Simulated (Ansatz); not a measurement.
# AlH₇SiSn: basis-set convergence

One table from this session's results is given with a row withheld; the runs are named, their logs left out.

Computed with Ansatz 0.2.0, Gaussian basis. Level: one geometry, several basis sets.

Plan: PBE0-D4/def2-SVP; ωB97M-V/def2-SVP; PBE0-D4/def2-QZVPP; ωB97M-V/def2-QZVPP; the functionals' def2-TZVPP values are taken from earlier runs.

**Structure used throughout**

An earlier PBE0-D4 in a triple-zeta def2 set relaxation fixed the geometry. Sn takes the def2 core potential; no spin-orbit term is included.

SMILES `[AlH2][SnH2][SiH3]`, 10 atoms, charge 0, spin multiplicity 1.

Atoms are counted from 1 here; the program's logs count them from 0.

Bond lengths: Al1–Sn2 2.660 Å, Al1–H4 1.588 Å, Al1–H5 1.588 Å, Sn2–Si3 2.564 Å, Sn2–H6 1.715 Å, Sn2–H7 1.715 Å, Si3–H8 1.488 Å, Si3–H9 1.488 Å, Si3–H10 1.488 Å. Angles: Sn2–Al1–H4 120.4°, Sn2–Al1–H5 120.5°, H4–Al1–H5 119.1°, Al1–Sn2–Si3 114.4°, Al1–Sn2–H6 110.6°, Al1–Sn2–H7 110.5°, Si3–Sn2–H6 107.8°, Si3–Sn2–H7 107.8°, H6–Sn2–H7 105.3°, Sn2–Si3–H8 110.0°, Sn2–Si3–H9 110.0°, Sn2–Si3–H10 111.6°, H8–Si3–H9 108.2°, H8–Si3–H10 108.5°, H9–Si3–H10 108.5°.

Set-up of the first run:

in.yaml reads:

```yaml
crystal:
  periodic: [false, false, false]
  atoms:
    - {symbol: Al, position_ang: [-1.774218, 0.621878, -1.604081]}
    - {symbol: Sn, position_ang: [0.391163, 0.887660, -0.082780]}
    - {symbol: Si, position_ang: [1.008293, -1.210564, 1.256315]}
    - {symbol: H, position_ang: [-2.561466, -0.756582, -1.648290]}
    - {symbol: H, position_ang: [-2.297256, 1.838670, -2.480384]}
    - {symbol: H, position_ang: [0.193600, 2.179898, 1.027790]}
    - {symbol: H, position_ang: [1.749082, 1.317600, -1.038674]}
    - {symbol: H, position_ang: [-0.112454, -1.584422, 2.160868]}
    - {symbol: H, position_ang: [1.258532, -2.348933, 0.331389]}
    - {symbol: H, position_ang: [2.227825, -0.996306, 2.080746]}
basis:
  gaussian: {orbitals: def2-SVP}
hamiltonian: {xc: pbe0, dispersion: d4}
output: {orbitals: {seedname: orbitals}}
```

Launch:

```console
$ ansatz run in.yaml --threads 2 --pin off --events-out ev --progress --plain --max-ram 4352MiB
```

Among the steps run: PBE0-D4 in def2-SVP; ωB97M-V in def2-SVP; PBE0-D4 in def2-QZVPP; ωB97M-V in def2-QZVPP.

One of the session's tables, all rows but one given; the rest of the session is left out.

It belongs to the step «Functionals by basis». 

```
functional       basis  HOMO (eV)  LUMO (eV)
   PBE0-D4    def2-SVP      -7.24      -2.23
   PBE0-D4  def2-TZVPP      -7.22      -2.24
   PBE0-D4  def2-QZVPP      -7.22      -2.24
   ωB97M-V    def2-SVP          ?          ?
   ωB97M-V  def2-TZVPP      -9.11      -0.61
   ωB97M-V  def2-QZVPP      -9.11      -0.69
```

Estimate the missing values for ωB97M-V, def2-SVP.

The run gave: HOMO (eV): -9.09; LUMO (eV): -0.54. In the column «HOMO (eV)» it lies between ωB97M-V, def2-QZVPP (-9.11) and PBE0-D4, def2-SVP (-7.24).
